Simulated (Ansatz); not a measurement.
**[closo-1,2-(F)2B6H4]2- (B₆H₄F₂ (-2)): geometry, orbitals and charge**

What does [closo-1,2-(F)2B6H4]2- (B₆H₄F₂ (-2)) look like as a singlet, and where do its frontier electrons sit?

Program: Ansatz 0.2.0, Gaussian basis. Level of theory: RKS PBE0-D4/def2-TZVPD. These are calculated values, not measurements.

Plan: relaxation at PBE-D4/def2-SVPD; a single point at PBE0-D4/def2-TZVPD.

2 further runs of the same task are left out: 2 set aside as unsound or not needed.

### 1 Starting geometry

12 atoms, charge -2, spin multiplicity 1.

Atoms are counted from 1 here; the program's logs count them from 0.

Bond lengths: B1–B2 1.704 Å, B1–B3 1.687 Å, B1–B5 1.692 Å, B1–B6 1.703 Å, B1–F7 1.515 Å, B2–B3 1.704 Å, B2–B4 1.714 Å, B2–B5 1.714 Å, B2–H8 1.246 Å, B3–B4 1.692 Å, B3–B6 1.704 Å, B3–F9 1.514 Å, B4–B5 1.699 Å, B4–B6 1.714 Å, B4–H10 1.247 Å, B5–B6 1.714 Å, B5–H11 1.248 Å, B6–H12 1.245 Å. Angles: B2–B1–B3 60.3°, B2–B1–B5 60.6°, B2–B1–B6 91.4°, B2–B1–F7 134.3°, B3–B1–B5 90.2°, B3–B1–B6 60.3°, B3–B1–F7 135.6°, B5–B1–B6 60.6°, B5–B1–F7 134.2°, B6–B1–F7 134.3°, B1–B2–B3 59.4°, B1–B2–B4 88.9°, B1–B2–B5 59.4°, B1–B2–H8 136.0°, B3–B2–B4 59.3°, B3–B2–B5 88.9°, B3–B2–H8 136.0°, B4–B2–B5 59.4° and more.

The ion is computed in the gas phase, without counter-ions or solvent.

The start is a GFN2-xTB geometry.

### 2 Optimising with PBE-D4/def2-SVPD

in.yaml reads:

```yaml
crystal:
  periodic: [false, false, false]
  atoms:
    - {symbol: B, position_ang: [0.310860, 0.936790, -0.635250]}
    - {symbol: B, position_ang: [-1.141910, 0.419640, 0.088690]}
    - {symbol: B, position_ang: [0.290830, 0.535970, 1.003240]}
    - {symbol: B, position_ang: [-0.332460, -0.991970, 0.628330]}
    - {symbol: B, position_ang: [-0.312440, -0.588330, -1.021930]}
    - {symbol: B, position_ang: [1.125730, -0.459390, -0.098710]}
    - {symbol: F, position_ang: [0.713750, 2.149700, -1.448210]}
    - {symbol: H, position_ang: [-2.303260, 0.859840, 0.182370]}
    - {symbol: F, position_ang: [0.667950, 1.234580, 2.292370]}
    - {symbol: H, position_ang: [-0.669450, -2.000250, 1.280540]}
    - {symbol: H, position_ang: [-0.628650, -1.179420, -2.074170]}
    - {symbol: H, position_ang: [2.279050, -0.917170, -0.197260]}
basis:
  gaussian: {orbitals: def2-SVPD}
total_charge: -2
hamiltonian: {xc: pbe, dispersion: d4}
scf: {lower_state_search: "off"}
output: {orbitals: {seedname: orbitals}}
relax: {f_tol: 0.02, max_steps: 100}
```

Started as:

```sh
ansatz run in.yaml --threads 4 --pin off --events-out ev --progress --plain --max-ram 4787MiB
```

Further steps of the session: Single point, PBE0-D4/def2-TZVPD.

Before running them: what should the planned runs give, taken together? Wanted: point group; commonest bond, hydrogen aside; HOMO, LUMO at PBE0-D4/def2-TZVPD.

As calculated:

| quantity | value |
| --- | --- |
| point group | C2v |
| commonest bond, hydrogen aside | B–B, 12 of mean length 1.744 Å |
| HOMO, LUMO at PBE0-D4/def2-TZVPD | 3.15, 6.39 eV |

In words: The molecule keeps its bonding pattern by the stored test; the atoms moved 0.03 Å (rms). No usable vibrations, so a minimum isn't proven. Doubts on the single point: highest occupied level lies above zero.
